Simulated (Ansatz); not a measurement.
# InSb3: the cost of one run

Computed with Ansatz 0.2.0 (DFT PBE, scalar-relativistic, plane waves, PAW, unless a step's input says otherwise).

17 further runs of the same task are left out: 17 set aside as unsound or not needed.

## Step 1: The structure to begin with

Symmetry: Pm-3m, No. 221, cubic system. The conventional cell has a = 4.814 Å, b = 4.814 Å, c = 4.814 Å, α = 90.00°, β = 90.00°, γ = 90.00°. In (site symmetry m-3m) is surrounded by 12 Sb at 3.40 Å. Sb (site symmetry 4/mmm) is surrounded by 4 In at 3.40 Å and 8 Sb at 3.40 Å.

Coordinates:

```cif
data_structure
_symmetry_space_group_name_H-M 'P 1'
_symmetry_Int_Tables_number 1
_cell_length_a 4.8139
_cell_length_b 4.8139
_cell_length_c 4.8139
_cell_angle_alpha 90.000
_cell_angle_beta 90.000
_cell_angle_gamma 90.000
_cell_volume 111.55
loop_
_atom_site_label
_atom_site_type_symbol
_atom_site_fract_x
_atom_site_fract_y
_atom_site_fract_z
_atom_site_occupancy
In1 In 0.00000 0.00000 0.00000 1
Sb1 Sb 0.50000 0.00000 0.50000 1
Sb2 Sb 0.00000 0.50000 0.50000 1
Sb3 Sb 0.50000 0.50000 0.00000 1
```

It goes back to an entry of the Materials Project, which need not be the stable form.

It is the result of an earlier relaxation at this level (volume 27.89 Å³/atom; gap on the mesh: none (metal)).

## Step 2: What is varied

The energy is mapped over two homogeneous strains (x along [1 0 0], y along [0 1 0], z along [0 0 1] of the conventional cell).

The axes are (1) equal engineering shear yz, xz and xy: 7 values from −7.00 %; (2) equal normal strain along x, y and z: 7 values from −3 to 3 %.

Nothing else is relaxed (symmetry fixes all fractional coordinates). Energies count from the relaxed crystal. Points are written as (first, second).

## Step 3: Point (−7.00 %, 0 %)

Contents of input.yaml:

```yaml
crystal:
  lattice:
    - [4.813862701, -0.1684851945, -0.1684851945]
    - [-0.1684851945, 4.813862701, -0.1684851945]
    - [-0.1684851945, -0.1684851945, 4.813862701]
  atoms:
    - { symbol: In, position: [0.0, 0.0, 0.0] }
    - { symbol: Sb, position: [0.5, 0.0, 0.5] }
    - { symbol: Sb, position: [0.0, 0.5, 0.5] }
    - { symbol: Sb, position: [0.5, 0.5, 0.0] }
basis:
  ecutwfc: 420
kpoints:
  mp_grid: { grid: [8, 8, 8] }
hamiltonian:
  xc: pbe
  pseudopotentials: { kind: paw, azcp: { folder: soft_1 } }
scf:
  occupations: { method: gaussian, width: 0.15 }
output:
  forces: true
  stress: true
  eigenvalues: true
```

Run with:

```console
$ ansatz run input.yaml --threads 2 --pin off --max-ram 4096MiB --backend cpu --events-out ev --progress --plain --runs-dir out
```

**Question.** How long does this run take on 2 threads of Arm Neoverse N1, shared host, and how much memory does it need?

About 13 s, with a peak of 0.47 GiB.
